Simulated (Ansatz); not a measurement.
# C₂H₅NSe: basis-set convergence

One table from this session's results is given with a row withheld; the runs are named, their logs left out.

Program: Ansatz 0.2.0, Gaussian basis. Level of theory: one geometry, several basis sets. These are calculated values, not measurements.

Levels to be run: PBE0-D4/def2-SVP; ωB97M-V/def2-SVP; PBE0-D4/def2-QZVPP; ωB97M-V/def2-QZVPP; the functionals' def2-TZVPP values are taken from earlier runs.

**The relaxed structure**

All runs share one geometry, relaxed beforehand with PBE0-D4 in a triple-zeta def2 set.

9 atoms, charge 0, spin multiplicity 1.

Atoms are counted from 1 here; the program's logs count them from 0.

Bond lengths: C1–Se2 1.943 Å, C1–H5 1.089 Å, C1–H6 1.088 Å, C1–H7 1.088 Å, Se2–C3 1.895 Å, C3–N4 1.258 Å, C3–H8 1.098 Å, N4–H9 1.018 Å. Angles: Se2–C1–H5 106.3°, Se2–C1–H6 110.6°, Se2–C1–H7 110.6°, H5–C1–H6 109.1°, H5–C1–H7 109.1°, H6–C1–H7 110.9°, C1–Se2–C3 97.0°, Se2–C3–N4 121.0°, Se2–C3–H8 113.1°, N4–C3–H8 125.9°, C3–N4–H9 111.3°.

The first run:

File in.yaml:

```yaml
crystal:
  periodic: [false, false, false]
  atoms:
    - {symbol: C, position_ang: [-0.049928, 0.895404, -1.375737]}
    - {symbol: Se, position_ang: [1.105519, 0.737965, 0.178490]}
    - {symbol: C, position_ang: [0.132411, -0.634494, 1.051574]}
    - {symbol: N, position_ang: [0.512072, -1.093980, 2.159946]}
    - {symbol: H, position_ang: [0.393847, 1.660838, -2.010736]}
    - {symbol: H, position_ang: [-1.048828, 1.211440, -1.080814]}
    - {symbol: H, position_ang: [-0.085120, -0.044692, -1.923186]}
    - {symbol: H, position_ang: [-0.755067, -0.955521, 0.491010]}
    - {symbol: H, position_ang: [-0.116406, -1.823160, 2.492254]}
basis:
  gaussian: {orbitals: def2-SVP}
hamiltonian: {xc: pbe0, dispersion: d4}
output: {orbitals: {seedname: orbitals}}
```

Launch:

```sh
$ ansatz run in.yaml --threads 4 --pin off --events-out ev --progress --plain --max-ram 10444MiB
```

Among the steps run: PBE0-D4 in def2-SVP; ωB97M-V in def2-SVP; PBE0-D4 in def2-QZVPP; ωB97M-V in def2-QZVPP.

One of the session's tables, all rows but one given; the rest of the session is left out.

It belongs to the step «Density functionals: the series». 

```
functional       basis  HOMO (eV)  LUMO (eV)
   PBE0-D4    def2-SVP      -6.37      -0.05
   PBE0-D4  def2-TZVPP          ?          ?
   PBE0-D4  def2-QZVPP      -6.55      -0.44
   ωB97M-V    def2-SVP      -8.46       2.25
   ωB97M-V  def2-TZVPP      -8.63       1.81
   ωB97M-V  def2-QZVPP      -8.66       1.58
```

**Question.** Estimate the row for PBE0-D4, def2-TZVPP.

The run gave: HOMO (eV): -6.52; LUMO (eV): -0.35. In the column «HOMO (eV)» it lies between PBE0-D4, def2-QZVPP (-6.55) and PBE0-D4, def2-SVP (-6.37).
